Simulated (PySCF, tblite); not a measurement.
# C₃H₈Cl₂Si₂: geometry, infrared bands and NMR shifts

What infrared bands and NMR shifts should C₃H₈Cl₂Si₂ (`Cl[SiH2][SiH2]C1(Cl)CC1`) show?

Computed with tblite 0.8.0 and PySCF 2.14.0, with density-fitted response routines of our own, on a single molecule in the gas phase. Atoms are numbered from 0 throughout.

## (1) Starting geometry

15 atoms, charge 0, multiplicity 1; geometry from: force field or distance geometry start.

Bonds of the start (Å): Cl0–Si1 2.05, Si1–Si2 2.28, Si2–C3 1.89, C3–Cl4 1.78, C3–C5 1.51, C5–C6 1.50, C6–C3 1.50, Si1–H7 1.49, Si1–H8 1.50, Si2–H9 1.49, Si2–H10 1.50, C5–H11 1.09, C5–H12 1.09, C6–H13 1.08, C6–H14 1.08.

## (2) Geometry optimisation with GFN2-xTB

Job settings and geometry (Å):

```
{"job": {"kind": "relax", "xc": "GFN2-xTB", "basis": "xTB"}, "charge": 0, "multiplicity": 1}
Cl     2.128900     1.404600     2.080400
Si     2.456600    -0.165400     0.804400
Si     0.854600    -0.268900    -0.814800
C     -0.851700    -0.482600    -0.035100
Cl    -1.079900    -2.024500     0.825800
C     -1.567500     0.721300     0.517300
C     -2.047700     0.082000    -0.752800
H      3.815900     0.052100     0.225600
H      2.505200    -1.403700     1.650300
H      1.119400    -1.376900    -1.768600
H      0.854400     0.990000    -1.623100
H     -2.177900     0.603800     1.411300
H     -1.113000     1.705500     0.453800
H     -2.982000    -0.467400    -0.712500
H     -1.919600     0.638100    -1.672500
```

On the command line:

```console
$ OMP_NUM_THREADS=1 python probes_run.py task.json out
```

The driver reads the jobs from task.json and runs them one after another.

**Question.** This job is followed by: GFN2-xTB harmonic vibrations, gas phase; GIAO PBE0/pcSseg-1 NMR shielding, non-relativistic, gas phase. What will the session give for the following? strongest single infrared mode (GFN2-xTB); zero-point energy (GFN2-xTB); 13C shifts against TMS (PBE0/pcSseg-1, means over atoms taken as alike); 1H shifts against TMS (PBE0/pcSseg-1, means over atoms taken as alike); 35Cl shifts against HCl (PBE0/pcSseg-1); 29Si shifts against TMS (PBE0/pcSseg-1).

**Answer**, as computed:

| quantity | value |
| --- | --- |
| strongest single infrared mode (GFN2-xTB) | 653 cm⁻¹, 809 km/mol |
| zero-point energy (GFN2-xTB) | 59.8 kcal/mol |
| 13C shifts against TMS (PBE0/pcSseg-1, means over atoms taken as alike) | 30.7, 16.7 ppm |
| 1H shifts against TMS (PBE0/pcSseg-1, means over atoms taken as alike) | 5.44, 4.07, 1.14, 0.94 ppm |
| 35Cl shifts against HCl (PBE0/pcSseg-1) | 175, -119 ppm |
| 29Si shifts against TMS (PBE0/pcSseg-1) | -33.9, -53.1 ppm |

Over 35 steps the energy fell by 0.101 eV; of the close pairs, Si1–Si2 changed most, 2.280 to 2.318 Å. All 39 modes are real, so the xTB geometry is a minimum. The strongest single mode, at 653 cm⁻¹, has its largest shares on H7, H8, H10 and H9 (the list is cut at 4 atoms). Unscaled tight-binding wavenumbers are off by several per cent, some by more. Its intensities can rank the bands wrongly. The most deshielded carbon is C3 (three-membered-ring carbon bearing a halogen), at 30.7 ppm: deshielded by the electronegative neighbour. At PBE0/pcSseg-1: The widest tensor belongs to Cl4: span 518 ppm, with a paramagnetic part of -373 ppm.
